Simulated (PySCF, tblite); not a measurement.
# C₄H₉ClSi₂: dynamics, then NMR shifts on frames, part 2 of 2

tblite 0.8.0 and PySCF 2.14.0. Atoms count from 0.

### Step 6. Shielding tensors: 800 fs, PBE0/pcSseg-1

Job settings and geometry (Å):

```
{"job": {"kind": "nmr", "xc": "PBE0", "basis": "pcSseg-1", "pop": false}, "charge": 0, "multiplicity": 1}
C     -2.623800     1.170800     1.518300
C     -2.101100    -0.212900     1.710100
Cl    -3.260500    -0.999500     2.881000
Si    -1.568000    -1.564800     0.361300
C      0.213400    -1.197200    -0.003500
C      1.352400    -0.831800    -0.083600
Si     3.039200    -0.165600    -0.540100
H     -1.991100     1.721800     0.852400
H     -2.811000     1.709100     2.410600
H     -3.547200     1.040700     0.987700
H     -1.092400    -0.199100     2.227900
H     -1.469500    -2.824000     1.146800
H     -2.517000    -2.135000    -0.676700
H      3.334400    -0.555400    -1.950000
H      2.620700     1.242600    -0.435800
H      3.969300    -0.734200     0.479400
```

With the program's defaults for keys left out, this is: GIAO PBE0/pcSseg-1 NMR shielding, non-relativistic, gas phase.

The program printed:

```text
coarse grid: 14800 points
cycle   1  E = -1196.1877501026  dE =  3.918e-01  |g| = 4.692e-01  |ddm| = 3.640e+00
cycle   2  E = -1196.1760259735  dE =  1.172e-02  |g| = 5.138e-01  |ddm| = 1.142e+00
cycle   3  E = -1196.2457933360  dE = -6.977e-02  |g| = 7.458e-02  |ddm| = 6.264e-01
cycle   4  E = -1196.2466089772  dE = -8.156e-04  |g| = 5.313e-02  |ddm| = 1.011e-01
cycle   5  E = -1196.2472602458  dE = -6.513e-04  |g| = 1.666e-02  |ddm| = 4.605e-02
cycle   6  E = -1196.2473282163  dE = -6.797e-05  |g| = 4.084e-03  |ddm| = 1.592e-02
cycle   7  E = -1196.2473323347  dE = -4.118e-06  |g| = 1.249e-03  |ddm| = 4.888e-03
final grid: 128784 points
cycle   8  E = -1196.2884229036  dE = -2.558e-05  |g| = 7.089e-03  |ddm| = 2.401e-02
cycle   9  E = -1196.2884137933  dE =  9.110e-06  |g| = 9.015e-03  |ddm| = 1.440e-02
cycle  10  E = -1196.2884351875  dE = -2.139e-05  |g| = 1.302e-03  |ddm| = 8.727e-03
cycle  11  E = -1196.2884355208  dE = -3.333e-07  |g| = 4.670e-04  |ddm| = 1.326e-03
cycle  12  E = -1196.2884355676  dE = -4.680e-08  |g| = 1.820e-04  |ddm| = 4.259e-04
cycle  13  E = -1196.2884355759  dE = -8.243e-09  |g| = 3.274e-05  |ddm| = 1.599e-04
cycle  14  E = -1196.2884355761  dE = -2.692e-10  |g| = 6.545e-06  |ddm| = 4.223e-05
converged SCF energy = -1196.2884355761

GIAO shielding tensors (ppm)
atom      isotropic    diamagn.    paramagn.     s11        s22        s33       span
  0 C      167.730     247.047     -79.316    148.574    166.075    188.543     39.969
  1 C      125.219     250.326    -125.107    104.376    112.070    159.213     54.837
  2 Cl     729.261    1143.845    -414.584    438.829    708.759   1040.194    601.365
  3 Si     413.715     880.031    -466.316    356.021    388.181    496.943    140.921
  4 C       74.333     268.194    -193.862    -28.310    -12.496    263.803    292.113
  5 C       68.547     267.778    -199.231    -25.423    -23.050    254.114    279.537
  6 Si     447.317     881.850    -434.533    423.821    436.253    481.875     58.054
  7 H       30.574      32.685      -2.111     25.175     28.782     37.766     12.592
  8 H       30.563      29.875       0.688     26.149     28.692     36.849     10.700
  9 H       30.336      29.767       0.568     26.404     28.793     35.811      9.407
 10 H       26.879      31.415      -4.536     23.668     25.392     31.577      7.909
 11 H       26.781      28.102      -1.321     23.266     26.778     30.300      7.034
 12 H       26.022      27.006      -0.984     23.059     24.280     30.728      7.669
 13 H       26.933      28.773      -1.840     23.549     25.438     31.813      8.263
 14 H       26.745      30.472      -3.727     22.690     26.515     31.031      8.341
 15 H       26.958      28.093      -1.136     23.350     25.513     32.010      8.661
```

Run time: 64 s. Hardware: 1 thread of Intel Xeon at 2.50GHz, shared host; peak memory 0.9 GiB.

In short: δ C5 118.4, C4 112.6, C1 61.7, C0 19.2, H12 5.70, H14 4.97 ppm.

### Step 7. Shielding tensors: 1000 fs, PBE0/pcSseg-1

Job settings and geometry (Å):

```
{"job": {"kind": "nmr", "xc": "PBE0", "basis": "pcSseg-1", "pop": false}, "charge": 0, "multiplicity": 1}
C     -1.485400     1.264100     1.638500
C     -1.595900    -0.226000     1.974200
Cl    -3.140900    -0.697800     2.704200
Si    -1.509700    -1.204000     0.338800
C      0.119500    -0.787400    -0.428000
C      1.239300    -0.385800    -0.565700
Si     2.859000     0.534100    -0.707100
H     -0.484500     1.373100     1.366300
H     -1.820200     1.987500     2.332300
H     -2.218500     1.355900     0.830900
H     -0.820300    -0.445700     2.745300
H     -1.855500    -2.595000     0.511400
H     -2.565900    -0.598700    -0.459000
H      2.822700     1.280500    -1.957200
H      2.691800     1.484600     0.381500
H      3.966300    -0.259500    -0.513400
```

With the program's defaults for keys left out, this is: GIAO PBE0/pcSseg-1 NMR shielding, non-relativistic, gas phase.

The program printed:

```text
coarse grid: 14800 points
cycle   1  E = -1196.2052895708  dE =  5.551e-01  |g| = 4.368e-01  |ddm| = 3.664e+00
cycle   2  E = -1196.2017636219  dE =  3.526e-03  |g| = 4.468e-01  |ddm| = 9.717e-01
cycle   3  E = -1196.2546105758  dE = -5.285e-02  |g| = 4.722e-02  |ddm| = 5.187e-01
cycle   4  E = -1196.2551622947  dE = -5.517e-04  |g| = 2.253e-02  |ddm| = 8.225e-02
cycle   5  E = -1196.2552807470  dE = -1.185e-04  |g| = 6.782e-03  |ddm| = 2.529e-02
cycle   6  E = -1196.2552900163  dE = -9.269e-06  |g| = 3.533e-03  |ddm| = 8.547e-03
cycle   7  E = -1196.2552926748  dE = -2.659e-06  |g| = 1.302e-03  |ddm| = 3.235e-03
final grid: 128784 points
cycle   8  E = -1196.2957878369  dE = -2.765e-05  |g| = 7.296e-03  |ddm| = 2.522e-02
cycle   9  E = -1196.2957721872  dE =  1.565e-05  |g| = 1.049e-02  |ddm| = 1.473e-02
cycle  10  E = -1196.2957992540  dE = -2.707e-05  |g| = 2.570e-03  |ddm| = 9.627e-03
cycle  11  E = -1196.2958007994  dE = -1.545e-06  |g| = 6.365e-04  |ddm| = 2.227e-03
cycle  12  E = -1196.2958008958  dE = -9.637e-08  |g| = 1.332e-04  |ddm| = 6.249e-04
cycle  13  E = -1196.2958009000  dE = -4.180e-09  |g| = 2.876e-05  |ddm| = 1.341e-04
cycle  14  E = -1196.2958009001  dE = -1.910e-10  |g| = 7.498e-06  |ddm| = 3.731e-05
converged SCF energy = -1196.2958009001

GIAO shielding tensors (ppm)
atom      isotropic    diamagn.    paramagn.     s11        s22        s33       span
  0 C      164.476     250.835     -86.359    148.708    156.422    188.298     39.590
  1 C      142.124     250.433    -108.309    112.191    134.498    179.684     67.493
  2 Cl     852.231    1144.309    -292.078    687.663    806.978   1062.051    374.388
  3 Si     402.128     880.905    -478.778    347.773    396.199    462.411    114.639
  4 C       71.853     269.316    -197.463    -27.279    -22.771    265.607    292.886
  5 C       69.600     267.241    -197.641    -25.469    -23.332    257.601    283.070
  6 Si     448.934     882.300    -433.366    429.821    455.529    461.453     31.632
  7 H       30.796      34.877      -4.081     24.529     29.995     37.863     13.334
  8 H       30.699      30.751      -0.052     26.595     28.223     37.279     10.684
  9 H       30.074      31.944      -1.871     26.053     29.817     34.351      8.297
 10 H       27.664      30.024      -2.360     21.943     27.857     33.193     11.250
 11 H       27.499      28.679      -1.179     23.508     26.089     32.901      9.393
 12 H       27.950      29.917      -1.967     25.017     27.081     31.751      6.734
 13 H       27.601      29.432      -1.831     24.016     25.973     32.814      8.798
 14 H       27.508      30.408      -2.901     23.505     27.556     31.461      7.956
 15 H       28.904      30.181      -1.277     25.131     26.766     34.815      9.683
```

Run time: 64 s. Hardware: 1 thread of Intel Xeon at 2.50GHz, shared host; peak memory 0.9 GiB.

Key values: δ C5 117.3, C4 115.1, C1 44.8, C0 22.4, H11 4.22, H14 4.21 ppm.

### Step 8. Run by run: NMR shifts

Shifts (ppm) of some atoms, chosen among heavy atoms and hydrogens apart, with basis size and wall time:

```
  frame     C4    C1    H7   H10  Cl2    Si3     Si6  functions  time
 250 fs  131.6  35.2  4.00  1.72   61  -54.6   -98.9        185  88 s
 425 fs  116.0  54.0  1.20  4.76  132  -52.1   -87.3        185  69 s
 625 fs  117.8  49.3  1.31  2.92  143  -62.5  -101.3        185  69 s
 800 fs  112.6  61.7  1.14  4.84  221  -64.6   -98.2        185  64 s
1000 fs  115.1  44.8  0.92  4.05   98  -53.0   -99.8        185  64 s
```

### Step 9. Results

What follows sums up all 2 parts.

| quantity | value |
| --- | --- |
| thermostat | 400 K |
| mean temperature, second half | 349 K |
| mean potential energy above the minimum | 0.65 eV |
| 13C shifts against TMS (PBE0/pcSseg-1, 250 fs) | 131.6, 118.4, 35.2, 29.0 ppm |
| 1H shifts against TMS (PBE0/pcSseg-1, 250 fs) | 5.99, 5.13, 4.34, 4.02, 4.00, 3.38, 1.81, 1.72, 1.64 ppm |
| 35Cl shifts against HCl (PBE0/pcSseg-1, 250 fs) | 61 ppm |
| 29Si shifts against TMS (PBE0/pcSseg-1, 250 fs) | -54.6, -98.9 ppm |
| potential on the surface of density 0.002 e/bohr³, 1st and 99th percentile | -0.63 V and 1.31 V |
| range of the shift of Cl2 | 61 to 221 ppm |

In words: In the second half the potential energy averages 0.65 eV above the minimum; equipartition over 42 harmonic modes at 400 K would give 0.72 eV. With 16 atoms the temperature swings widely (194 to 560 K). Shifts at one fixed geometry are not the observed spectrum, which averages over the motion. At PBE0/pcSseg-1, counted by nearest atom on the grid, the HOMO lies on Cl2 35 %; C1 18 %, the LUMO on C4, C5 about 26 % each; Si3, Si6 about 9 % each. Across the 5 runs the shift of Cl2 moves most, between 61 (250 fs) and 221 ppm (800 fs).
